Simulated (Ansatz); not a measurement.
# SiBF₅: basis-set convergence

The task here is to estimate one member of a computed series from the others.

Method: one geometry, several basis sets; program: Ansatz 0.2.0, Gaussian basis.

The runs, in order: PBE0-D4/def2-SVP; ωB97M-V/def2-SVP; PBE0-D4/def2-QZVPP; ωB97M-V/def2-QZVPP; the functionals' def2-TZVPP values are taken from earlier runs.

### Structure used throughout

The geometry comes from an earlier relaxation with PBE0-D4 in a triple-zeta def2 set; it is a stationary point, not always the lowest conformer.

SMILES `FB(F)[Si](F)(F)F`, 7 atoms, charge 0, spin multiplicity 1.

Atoms are counted from 1 here; the program's logs count them from 0.

Bond lengths: F1–B2 1.312 Å, B2–F3 1.313 Å, B2–Si4 2.028 Å, Si4–F5 1.577 Å, Si4–F6 1.577 Å, Si4–F7 1.575 Å. Angles: F1–B2–F3 118.0°, F1–B2–Si4 121.6°, F3–B2–Si4 120.5°, B2–Si4–F5 110.8°, B2–Si4–F6 110.8°, B2–Si4–F7 111.7°, F5–Si4–F6 107.8°, F5–Si4–F7 107.8°, F6–Si4–F7 107.8°.

The first run:

File in.yaml:

```yaml
crystal:
  periodic: [false, false, false]
  atoms:
    - {symbol: F, position_ang: [1.469266, -1.460997, 0.776055]}
    - {symbol: B, position_ang: [0.242220, -1.067565, 0.528319]}
    - {symbol: F, position_ang: [-0.742054, -1.862341, 0.880138]}
    - {symbol: Si, position_ang: [-0.141811, 0.709409, -0.369609]}
    - {symbol: F, position_ang: [-0.923841, 0.494661, -1.721967]}
    - {symbol: F, position_ang: [-1.026970, 1.625639, 0.559672]}
    - {symbol: F, position_ang: [1.184490, 1.493195, -0.698208]}
basis:
  gaussian: {orbitals: def2-SVP}
hamiltonian: {xc: pbe0, dispersion: d4}
output: {orbitals: {seedname: orbitals}}
```

Launch:

```sh
ansatz run in.yaml --threads 4 --pin off --events-out ev --progress --plain --max-ram 10444MiB
```

Among the steps run: PBE0-D4 in def2-SVP; ωB97M-V in def2-SVP; PBE0-D4 in def2-QZVPP; ωB97M-V in def2-QZVPP.

One of the session's tables, all rows but one given; the rest of the session is left out.

It belongs to the step «Density functionals: the series». 

| functional | basis | HOMO (eV) | LUMO (eV) |
| --- | --- | --- | --- |
| PBE0-D4 | def2-SVP | ? | ? |
| PBE0-D4 | def2-TZVPP | -10.22 | -1.90 |
| PBE0-D4 | def2-QZVPP | -10.25 | -1.94 |
| ωB97M-V | def2-SVP | -12.27 | 0.48 |
| ωB97M-V | def2-TZVPP | -12.45 | 0.19 |
| ωB97M-V | def2-QZVPP | -12.49 | 0.09 |

Estimate the missing values for PBE0-D4, def2-SVP.

**Answer.** HOMO (eV): -10.07; LUMO (eV): -1.69. In the column «HOMO (eV)» it is the highest.
